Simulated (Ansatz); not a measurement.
**MgHgO2: a single-point run**

The task is a single-point run on MgHgO2. The structure is shown as the input types it. The cell is built on a prototype (ordering on zincblende) and needn't be the phase found in nature.

Computed with Ansatz 0.2.0 (density functional or hybrid calculation with the settings of its input, plane waves, unless a step's input says otherwise).

1 further run of the same task is left out (for a known fault of the program).

## 1. The system as given

Symmetry: P-4m2, No. 115, tetragonal system. The conventional cell has a = 3.388 Å, b = 3.388 Å, c = 5.039 Å, α = 90.00°, β = 90.00°, γ = 90.00°. Mg (site symmetry -4m2) has 4 O at 1.98 Å as nearest neighbours. Around O (site symmetry 2mm) lie 2 Mg at 1.98 Å and 2 Hg at 2.26 Å. Around Hg (site symmetry -4m2) lie 4 O at 2.26 Å.

Coordinates:

```cif
data_structure
_symmetry_space_group_name_H-M 'P 1'
_symmetry_Int_Tables_number 1
_cell_length_a 3.3878
_cell_length_b 3.3878
_cell_length_c 5.0395
_cell_angle_alpha 90.000
_cell_angle_beta 90.000
_cell_angle_gamma 90.000
_cell_volume 57.84
loop_
_atom_site_label
_atom_site_type_symbol
_atom_site_fract_x
_atom_site_fract_y
_atom_site_fract_z
_atom_site_occupancy
Mg1 Mg 0.00000 0.00000 0.00000 1
O1 O 0.00000 0.50000 0.20232 1
Hg1 Hg 0.50000 0.50000 0.50000 1
O2 O 0.50000 0.00000 0.79768 1
```

## 2. The calculation

input.yaml reads:

```yaml
crystal:
  lattice:
    - [3.3878496251, 0.0, 0.0]
    - [0.0, 3.3878496251, 0.0]
    - [0.0, 0.0, 5.0394973193]
  atoms:
    - { symbol: Mg, position: [0.0, 0.0, 0.0] }
    - { symbol: O, position: [0.0, 0.5, 0.2023172479] }
    - { symbol: Hg, position: [0.5, 0.5, 0.5] }
    - { symbol: O, position: [0.5, 0.0, 0.7976827521] }
kpoints:
  mp_grid: { grid: [6, 6, 4] }
hamiltonian:
  xc: pbe
scf:
  occupations: { method: methfessel_paxton, width: 1.5 }
  n_extra_bands: 5
output:
  forces: true
  stress: true
  eigenvalues: true
```

Command:

```bash
ansatz run input.yaml --threads 4 --pin off --max-ram 3686MiB --backend cpu --events-out ev --progress --plain --runs-dir out
```

Q: Will this input give a usable result? If not, why, and what should change?

The program finished normally. That alone doesn't make the input a sound one.

Look at the input: scf.occupations.width is 1.5. The width is far wider than usual, so occupations near the Fermi level are blurred and the entropy term grows.

The test: set scf.occupations.width to 0.2.
